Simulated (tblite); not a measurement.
# C4H7B2P: the cost of one run

Programs: tblite 0.8.0 and PySCF 2.14.0, with routines of our own; each step states its level. All values are computed. Atoms count from 0.

## 1. The system as given

14 atoms, charge 0, multiplicity 1; geometry from: force field or distance geometry start.

## 2. Geometry optimisation with GFN2-xTB, one coordinate held

What the job is given:

```
{"job": {"kind": "relax", "xc": "GFN2-xTB", "basis": "xTB"}, "charge": 0, "multiplicity": 1}
C      2.219000     0.039900     1.912500
C      1.729600    -1.107500     1.451700
C      0.656300    -1.144500     0.525100
C     -0.265500    -1.151300    -0.274500
B     -1.427100    -1.167700    -1.261100
B     -2.104200     0.256900    -1.801600
P     -1.451500     1.974100    -1.183100
H      1.798100     0.492400     2.811000
H      3.022100     0.551200     1.402800
H      2.162100    -2.045700     1.805400
H     -1.849300    -2.196400    -1.669800
H     -2.995800     0.217800    -2.569200
H     -0.058800     1.644900    -1.388500
H     -1.448100     1.585000     0.219000
```

Command:

```console
> OMP_NUM_THREADS=1 python excited_run.py task.json out
```

This one command runs all jobs of the session in turn.

**Question.** How long does this first job take on 1 thread of Arm Neoverse V1, shared host, and how much memory does it need?

About 5 s, with a peak of 0.18 GiB.
